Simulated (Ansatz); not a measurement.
# Ti3Al: the cost of one run

Program: Ansatz 0.2.0. Level of theory: DFT PBEsol, scalar-relativistic, plane waves, PAW. These are calculated values, not measurements.

55 further runs of the same task are left out: 55 set aside as unsound or not needed.

### 1 Starting point

The structure is cubic, space group Fm-3m (No. 225). Conventional cell: a = 6.464 Å, b = 6.464 Å, c = 6.464 Å, α = 90.00°, β = 90.00°, γ = 90.00°. Ti (site symmetry -43m) has 4 Ti at 2.80 Å and 4 Al at 2.80 Å as nearest neighbours. Ti (site symmetry m-3m) is surrounded by 8 Ti at 2.80 Å. Al (site symmetry m-3m) is surrounded by 8 Ti at 2.80 Å.

Coordinates:

```
Ti Al
1.0
     0.00000    3.23178    3.23178
     3.23178    0.00000    3.23178
     3.23178    3.23178    0.00000
Ti Al
3 1
Direct
  0.75000 0.75000 0.75000
  0.25000 0.25000 0.25000
  0.00000 0.00000 0.00000
  0.50000 0.50000 0.50000
```

### 2 Single point

input.yaml reads:

```yaml
crystal:
  lattice:
    - [0.0, 3.231781, 3.231781]
    - [3.231781, 0.0, 3.231781]
    - [3.231781, 3.231781, 0.0]
  atoms:
    - { symbol: Ti, position: [0.75, 0.75, 0.75], spin: 1.0 }
    - { symbol: Ti, position: [0.25, 0.25, 0.25], spin: 1.0 }
    - { symbol: Ti, position: [0.0, 0.0, 0.0], spin: 1.0 }
    - { symbol: Al, position: [0.5, 0.5, 0.5] }
basis:
  ecutwfc: 520.0
kpoints:
  mp_grid: { grid: [6, 6, 6] }
hamiltonian:
  xc: pbesol
  pseudopotentials: { kind: paw, azcp: { folder: soft_1 } }
scf:
  occupations: { method: gaussian, width: 0.1 }
  lower_state_search: "off"
output:
  forces: true
  stress: true
  eigenvalues: true
  populations: true
magnetization:
  spin_polarized: true
```

The run is started by

```
> ansatz run input.yaml --threads 4 --pin off --max-ram 8192MiB --backend cpu --events-out ev --progress --plain --runs-dir out
```

What time and memory should one allow on 4 threads of Arm Neoverse V1, shared host?

About 4 s, with a peak of 0.41 GiB.
